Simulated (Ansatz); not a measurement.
# CdSe: the cost of one run

Computed with Ansatz 0.2.0 (DFT PBE, scalar-relativistic, plane waves, PAW, and further levels as typed in the inputs, unless a step's input says otherwise).

### Step 1. The structure to begin with

It takes space group P6_3mc (No. 186, hexagonal). The conventional cell has a = 4.273 Å, b = 4.273 Å, c = 7.010 Å, α = 90.00°, β = 90.00°, γ = 120.00°. Cd (site symmetry 3m) has 4 Se at 2.62 to 2.64 Å as nearest neighbours. Around Se (site symmetry 3m) lie 4 Cd at 2.62 to 2.64 Å.

Structure file:

```cif
data_structure
_symmetry_space_group_name_H-M 'P6_3mc'
_symmetry_Int_Tables_number 186
_cell_length_a 4.2732
_cell_length_b 4.2732
_cell_length_c 7.0100
_cell_angle_alpha 90.000
_cell_angle_beta 90.000
_cell_angle_gamma 120.000
_cell_volume 110.86
loop_
_atom_site_label
_atom_site_type_symbol
_atom_site_symmetry_multiplicity
_atom_site_Wyckoff_symbol
_atom_site_fract_x
_atom_site_fract_y
_atom_site_fract_z
_atom_site_occupancy
Cd1 Cd 2 b 0.33333 0.66667 0.00000 1
Se1 Se 2 b 0.33333 0.66667 0.37600 1
```

### Step 2. Relaxing the atoms: CdSe, no spin

File input.yaml:

```yaml
crystal:
  lattice:
    - [4.273206, 0.0, 0.0]
    - [-2.136603, 3.70070495, 0.0]
    - [0.0, 0.0, 7.01]
  atoms:
    - { symbol: Cd, position: [0.3333333333, 0.6666666667, 0.0] }
    - { symbol: Cd, position: [0.6666666667, 0.3333333333, 0.5] }
    - { symbol: Se, position: [0.3333333333, 0.6666666667, 0.376] }
    - { symbol: Se, position: [0.6666666667, 0.3333333333, 0.876] }
scf:
  occupations: { method: gaussian, width: 0.05 }
output:
  forces: true
  stress: true
hamiltonian:
  xc: pbe
kpoints:
  mp_grid: { grid: [8, 8, 5] }
relax:
  f_tol: 0.003
```

Command:

```sh
ansatz run input.yaml --threads 4 --pin off --max-ram 10240MiB --backend cpu --events-out ev --progress --plain --runs-dir out
```

What time and memory should one allow on 4 threads of Intel Xeon Platinum 8375C at 2.90GHz (Ice Lake), shared host?

About 5.7 s, with a peak of 0.53 GiB.
